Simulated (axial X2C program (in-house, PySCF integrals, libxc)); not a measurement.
# ScS⁺: properties at the nuclei

Aim: properties at the nuclei of ScS⁺, with spin–orbit coupling in the Hamiltonian from the start.

Computed with an in-house X2C program for linear molecules on PySCF integrals. Level: two-component X2C with atomic mean-field terms, Sc dyall-cv3z, S dyall-av3z.

All values are calculated.

### 1 Set-up

Contents of task.json:

```json
{"zs": [21, 16], "q": 1, "bas": ["dyall-cv3z", "dyall-av3z"], "r0": 2.1, "levels": ["PBE0", "HF", "BP86", "PBE", "LDA"], "nst": 3}
```

Keys: zs atomic numbers; q charge; bas basis sets; r0 starting distance in Å; levels methods (HF also brings MP2); nst determinants followed.

On the command line:

```sh
$ python soeom.py task.json out
```

Further steps of the session: Expectation values, lowest determinant; Expectation values, a higher determinant; Expectation values, a higher determinant.

**Question.** What will these runs give? Wanted: lowest determinant; qzz Sc; qzz S; higher determinant; Eeff magnitude; Ws magnitude Sc; A∥/gI Sc (for each run or level that gives them).

**Answer**, as computed:

| quantity | value |
| --- | --- |
| lowest determinant | Ω = 0 (closed shell) |
| qzz Sc (a.u.), PBE0 | -0.88 |
| qzz S (a.u.), PBE0 | -0.80 |
| higher determinant | Ω = 2 (excess of +ω over −ω: ω = 1/2, ω = 3/2) |
| Eeff magnitude (GV/cm), PBE0, higher determinant | 0.00112 |
| Ws magnitude Sc (kHz), PBE0, higher determinant | 0.00193 |
| A∥/gI Sc (MHz), PBE0, higher determinant | 347 |
| qzz Sc (a.u.), PBE0, higher determinant | -1.27 |
| higher determinant | Ω = 1 (excess of +ω over −ω: ω = -1/2, ω = 3/2) |
| Eeff magnitude (GV/cm), PBE0, higher determinant | 0.0193 |
| Ws magnitude Sc (kHz), PBE0, higher determinant | 0.00382 |
| A∥/gI Sc (MHz), PBE0, higher determinant | -682 |
| qzz Sc (a.u.), PBE0, higher determinant | -1.27 |

The expectation values come from single determinants, which for open shells can mix terms of unlike spin or miss the lowest Ω, so a determinant need not be a state. Eeff is the effective electric field on the electron dipole moment in this Ω state and Ws the scalar–pseudoscalar constant (defined with the proton number Z and per Ω); A∥ is the parallel hyperfine constant, which follows by multiplying with the nuclear g factor gI = μI/(I μN); qzz is the electric field gradient, eQq0 = 234.96 MHz × Q/barn × qzz. The operators were transformed with the bare-nucleus X2C matrices.
